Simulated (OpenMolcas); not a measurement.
# F: a chain of runs

Wanted: a series of 9 runs (ROHF/def2-SVP, CASSCF(7,4)/def2-SVP, CASPT2(7,4)/def2-SVP, CASPT2[IPEA 0](7,4)/def2-SVP, SC-NEVPT2(7,4)/def2-SVP, PC-NEVPT2(7,4)/def2-SVP, MC-PDFT[tPBE](7,4)/def2-SVP, MC-PDFT[ftPBE](7,4)/def2-SVP, and more) of F. 

The calculation is run with OpenMolcas 26.06.

68 further runs of the same task are left out: 68 set aside as unsound or not needed.

## (1) The energy at ROHF/def2-SVP (run 1)

The input, step1.inp:

```
* F Hartree-Fock
&GATEWAY
BasLib = $CurrDir
Coord
1
angstrom
F        0.000000       0.000000       0.000000
Basis = def2-SVP
Group = NoSym
&SEWARD
&SCF
UHF
Spin = 2
PrOrbitals = 1
&RASSCF
FileOrb = $Project.UnaOrb
Spin = 2
Nactel = 1 0 0
Inactive = 4
Ras2 = 1
OutOrbitals = Canonical
OrbListing = NoCore
```

The basis set def2-SVP is read from a file made from the Basis Set Exchange's data (not shown).

On the command line:

```console
$ export MOLCAS_MEM=1860
$ pymolcas step1.inp > step1.log
```

Output:

```text
--- Start Module: gateway ---
[...]
--- Stop Module: gateway /rc=_RC_ALL_IS_WELL_ ---
[...]
      Basis functions           14
[...]
--- Start Module: scf ---
[...]
       Convergence after   9 Iterations
[...]
::    Total SCF energy                                -99.2840512006
[...]
      Total spin, S                                     0.5012059072
[...]
--- Stop Module: scf /rc=_RC_ALL_IS_WELL_ ---
--- Start Module: rasscf ---
[...]
      Number of active orbitals                  1
[...]
      Spin quantum number                      0.5
[...]
      Active orbitals                            1
[...]
      Number of CSFs                             1
[...]
      Number of root(s) required                 1
[...]
      Convergence after  5 iterations
[...]
      printout of CI-coefficients larger than  0.05 for root  1
      energy=     -99.280473
      conf/sym  1     Coeff  Weight
             1  u   1.00000 1.00000
      Natural orbitals and occupation numbers for root  1
      sym 1:   1.000000
      ************************************************************************************************************************
      *                                                    Final results                                                     *
[...]
::    RASSCF root number  1 Total energy:    -99.28047308
[...]
      Total electronic charge=    9.000000
      Total            charge=   -0.000000
[...]
      Dipole Moment (debye):
      Origin of the operator (angstrom)=    0.0000    0.0000    0.0000
                   X=  2.6250E-17               Y=  3.7852E-16               Z= -1.5499E-16           Total=  4.0987E-16
      Quadrupole Moment (debye*angstrom):
[...]
--- Stop Module: rasscf /rc=_RC_ALL_IS_WELL_ ---
[...]
```

Wall time 2.8 s (1 thread of AMD EPYC 7R43 (Zen 3), shared host); peak memory 0.37 GiB.

## (2) The F atom: a single-point energy at CASSCF(7,4)/def2-SVP (run 2)

The input, step2.input:

```
>>> EXPORT MOLCAS_PRINT=2

&GATEWAY
 BasLib
 $CurrDir
 Coord
 1
 angstrom
 F        0.000000       0.000000       0.000000
 Basis
 def2-SVP
 Group
 NoSym

&SEWARD

&RASSCF
 FileOrb
 $CurrDir/step1.RasOrb
 Spin
 2
 Nactel
 7 0 0
 Inactive
 1
 Ras2
 4
 OrbListing
 NoCore
 OrbAppear
 Compact
```

The basis set def2-SVP is read from a file made from the Basis Set Exchange's data (not shown).

Run the same way, it converges to -99.28047 Eh (log not shown).

Runs 3 to 6 aren't shown in full; the table further down has their settings and results.

## (3) The F atom: a single-point energy at MC-PDFT[tPBE](7,4)/def2-SVP (run 7)

The input, step7.input:

```
* F MC-PDFT
>>> EXPORT MOLCAS_PRINT=2
&gateway
baslib
$CurrDir
coord
1
angstrom
F        0.000000       0.000000       0.000000
basis
def2-SVP
group
NoSym
&seward
&rasscf
fileorb
$CurrDir/step2.RasOrb
spin
2
nactel
7 0 0
inactive
1
ras2
4
orblisting
NoCore
orbappear
Compact
&mcpdft
ksdft
T:PBE
```

The basis set def2-SVP is read from a file made from the Basis Set Exchange's data (not shown).

Run the same way, it converges to -99.53036 Eh (log not shown).

Run 8 isn't shown in full; the table further down has it.

## (4) The F atom: a single-point energy at MRCI(7,4)/def2-SVP (run 9)

The input, step9.inp:

```
&GATEWAY
 BasLib=$CurrDir
 Coord
 1
 angstrom
 F        0.000000       0.000000       0.000000
 Basis=def2-SVP
 Group=NoSym

&SEWARD

&RASSCF
 FileOrb=$CurrDir/step2.RasOrb
 Spin=2
 Nactel=7 0 0
 Inactive=1
 Ras2=4
 OrbListing=NoCore
 OrbAppear=Compact

&MOTRA
 LumOrb
 Frozen=1

&GUGA
 Electrons=7
 Spin=2
 Inactive=0
 Active=4
 CIAll=1

&MRCI
 SDCI
```

The basis set def2-SVP is read from a file made from the Basis Set Exchange's data (not shown).

Run the same way, it converges to -99.43073 Eh (log not shown).

## (5) All runs side by side

| run | level | active rule | inactive | energy (Eh) | dipole moment (D) of the reference | wall time |
| --- | --- | --- | --- | --- | --- | --- |
| 1 | ROHF/def2-SVP | – | – | -99.280473 | 0.00 | 2.8 s |
| 2 | CASSCF(7,4)/def2-SVP | full valence | 1 | -99.280473 | 0.00 | 2.3 s |
| 3 | CASPT2(7,4)/def2-SVP | full valence | 1 | -99.424959 | 0.00 | 2.3 s |
| 4 | CASPT2[IPEA 0](7,4)/def2-SVP | full valence | 1 | -99.426855 | 0.00 | 2.1 s |
| 5 | SC-NEVPT2(7,4)/def2-SVP | full valence | 1 | -99.406070 | 0.00 | 2.2 s |
| 6 | PC-NEVPT2(7,4)/def2-SVP | full valence | 1 | -99.406346 | 0.00 | 2.2 s |
| 7 | MC-PDFT[tPBE](7,4)/def2-SVP | full valence | 1 | -99.530356 | 0.00 | 2.5 s |
| 8 | MC-PDFT[ftPBE](7,4)/def2-SVP | full valence | 1 | -99.561189 | 0.00 | 2.4 s |
| 9 | MRCI(7,4)/def2-SVP | full valence | 1 | -99.430731 | 0.00 | 2.2 s |

## (6) Results

```
                                     quantity         value
                  F atom, run 9: total energy  -99.43073 Eh
F atom, run 9: dipole moment (CASSCF density)        0.00 D
```

**Reading.** Below the ROHF energy at the same shape and in the same basis (def2-SVP): CASSCF(7,4) +0.0 mEh; CASPT2(7,4) -144.5 mEh; CASPT2[IPEA 0](7,4) -146.4 mEh; SC-NEVPT2(7,4) -125.6 mEh; PC-NEVPT2(7,4) -125.9 mEh; MRCI(7,4) -150.3 mEh. Active-space methods hold only the correlation inside their space unless a perturbation or CI step follows. All runs together took 21 s, the longest 2.8 s.
